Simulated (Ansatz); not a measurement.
# ClFH₂MoN₂: how energies converge with the basis set

The task here is to estimate one member of a computed series from the others.

Computed with Ansatz 0.2.0, Gaussian basis. Level: one geometry, several basis sets.

Levels to be run: PBE0-D4/def2-SVP; ωB97M-V/def2-SVP; PBE0-D4/def2-QZVPP; ωB97M-V/def2-QZVPP; the functionals' def2-TZVPP values are taken from earlier runs.

## The relaxed structure

All runs share one geometry, relaxed beforehand with PBE0-D4 in a triple-zeta def2 set. Mo takes the def2 core potential; no spin-orbit term is included.

SMILES `[NH]=[Mo](=[NH])([F])[Cl]`, 7 atoms, charge 0, spin multiplicity 1.

Atoms are counted from 1 here; the program's logs count them from 0.

Bond lengths: N1–Mo2 1.713 Å, N1–H6 1.012 Å, Mo2–N3 1.713 Å, Mo2–F4 1.855 Å, Mo2–Cl5 2.270 Å, N3–H7 1.012 Å. Angles: Mo2–N1–H6 152.6°, N1–Mo2–N3 108.6°, N1–Mo2–F4 108.7°, N1–Mo2–Cl5 107.5°, N3–Mo2–F4 108.7°, N3–Mo2–Cl5 107.5°, F4–Mo2–Cl5 115.7°, Mo2–N3–H7 152.6°.

The first run:

File in.yaml:

```yaml
crystal:
  periodic: [false, false, false]
  atoms:
    - {symbol: N, position_ang: [-1.135549, 0.439782, 0.806495]}
    - {symbol: Mo, position_ang: [-0.133766, -0.011451, -0.507344]}
    - {symbol: N, position_ang: [1.306551, -0.698097, 0.115133]}
    - {symbol: F, position_ang: [-1.016828, -1.293110, -1.517211]}
    - {symbol: Cl, position_ang: [0.438687, 1.887638, -1.610777]}
    - {symbol: H, position_ang: [-1.322979, 0.560323, 1.793612]}
    - {symbol: H, position_ang: [1.925081, -0.953085, 0.874393]}
basis:
  gaussian: {orbitals: def2-SVP}
hamiltonian: {xc: pbe0, dispersion: d4}
output: {orbitals: {seedname: orbitals}}
```

Among the steps run: PBE0-D4 in def2-SVP; ωB97M-V in def2-SVP; PBE0-D4 in def2-QZVPP; ωB97M-V in def2-QZVPP.

One table of the session follows, with a row left open; its other results are not shown here.

It belongs to the step «Functionals by basis». 

```
functional       basis  HOMO (eV)  LUMO (eV)
   PBE0-D4    def2-SVP      -8.34      -2.29
   PBE0-D4  def2-TZVPP      -8.41      -2.41
   PBE0-D4  def2-QZVPP      -8.43      -2.44
   ωB97M-V    def2-SVP     -10.50      -0.15
   ωB97M-V  def2-TZVPP          ?          ?
   ωB97M-V  def2-QZVPP     -10.63      -0.37
```

Estimate the missing values for ωB97M-V, def2-TZVPP.

The run gave: HOMO (eV): -10.61; LUMO (eV): -0.32. In the column «HOMO (eV)» it lies between ωB97M-V, def2-QZVPP (-10.63) and ωB97M-V, def2-SVP (-10.50).
